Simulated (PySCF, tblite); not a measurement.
**C₅H₈BCl: geometry, infrared bands and NMR shifts**

Wanted: the infrared bands and NMR shifts of C₅H₈BCl (`C=C/C=C(/C)BCl`), by calculation.

The runs use tblite 0.8.0 and PySCF 2.14.0, with density-fitted response routines of our own; the level of theory stands in each step. All values are computed, except where a source is named. Atoms are numbered from 0 throughout.

### 1 The starting structure

15 atoms, charge 0, multiplicity 1; geometry from: force field or distance geometry start.

Bonds of the start (Å): C0–C1 1.34, C1–C2 1.47, C2–C3 1.35, C3–C4 1.50, C3–B5 1.60, B5–Cl6 1.84, C0–H7 1.09, C0–H8 1.08, C1–H9 1.09, C2–H10 1.09, C4–H11 1.11, C4–H12 1.11, C4–H13 1.11, B5–H14 1.17.

### 2 Optimising the geometry with GFN2-xTB

What the job is given:

```
{"job": {"kind": "relax", "xc": "GFN2-xTB", "basis": "xTB"}, "charge": 0, "multiplicity": 1}
C      2.550100    -0.515100    -1.282100
C      1.422500    -0.738400    -0.601000
C      0.457100     0.336500    -0.346300
C     -0.708000     0.214300     0.327100
C     -1.609300     1.401100     0.508500
B     -1.195100    -1.154100     0.989700
Cl    -2.787000    -1.249300     1.912200
H      2.768000     0.473800    -1.678900
H      3.254100    -1.316900    -1.449200
H      1.263700    -1.744200    -0.213600
H      0.688200     1.311700    -0.764000
H     -1.203000     2.310500     0.015100
H     -1.746700     1.626300     1.591100
H     -2.595900     1.189300     0.046600
H     -0.563000    -2.137500     0.922900
```

Started as:

```sh
> OMP_NUM_THREADS=1 python probes_run.py task.json out
```

The driver reads the jobs from task.json and runs them one after another.

**Question.** This job is followed by: GFN2-xTB harmonic vibrations, gas phase; GIAO PBE0/pcSseg-1 NMR shielding, non-relativistic, gas phase. Predict these results of the whole session: strongest single infrared mode (GFN2-xTB); zero-point energy (GFN2-xTB); 13C shifts against TMS (PBE0/pcSseg-1); 1H shifts against TMS (PBE0/pcSseg-1, means over atoms taken as alike); 11B shifts against BF3·OEt2 (PBE0/pcSseg-1); 35Cl shifts against HCl (PBE0/pcSseg-1).

The runs gave:

| quantity | value |
| --- | --- |
| strongest single infrared mode (GFN2-xTB) | 1087 cm⁻¹, 171 km/mol |
| zero-point energy (GFN2-xTB) | 72.0 kcal/mol |
| 13C shifts against TMS (PBE0/pcSseg-1) | 164.0, 150.5, 143.1, 131.9, 28.0 ppm |
| 1H shifts against TMS (PBE0/pcSseg-1, means over atoms taken as alike) | 7.71, 7.37, 7.01, 5.80, 5.80, 2.15 ppm |
| 11B shifts against BF3·OEt2 (PBE0/pcSseg-1) | 58.0 ppm |
| 35Cl shifts against HCl (PBE0/pcSseg-1) | 267 ppm |

What this shows: The optimisation took 31 steps and gained 0.272 eV; among the close pairs (by a distance rule), B5–Cl6 changed most, from 1.842 to 1.704 Å. All 39 modes are real, so the xTB geometry is a minimum. The strongest single mode, at 1087 cm⁻¹, moves mainly H14. GFN2-xTB is a fitted tight-binding method: band positions and strengths are rough. Its intensities can rank the bands wrongly. At PBE0/pcSseg-1: The largest span, 727 ppm, is at Cl6, where the paramagnetic term is -466 ppm.
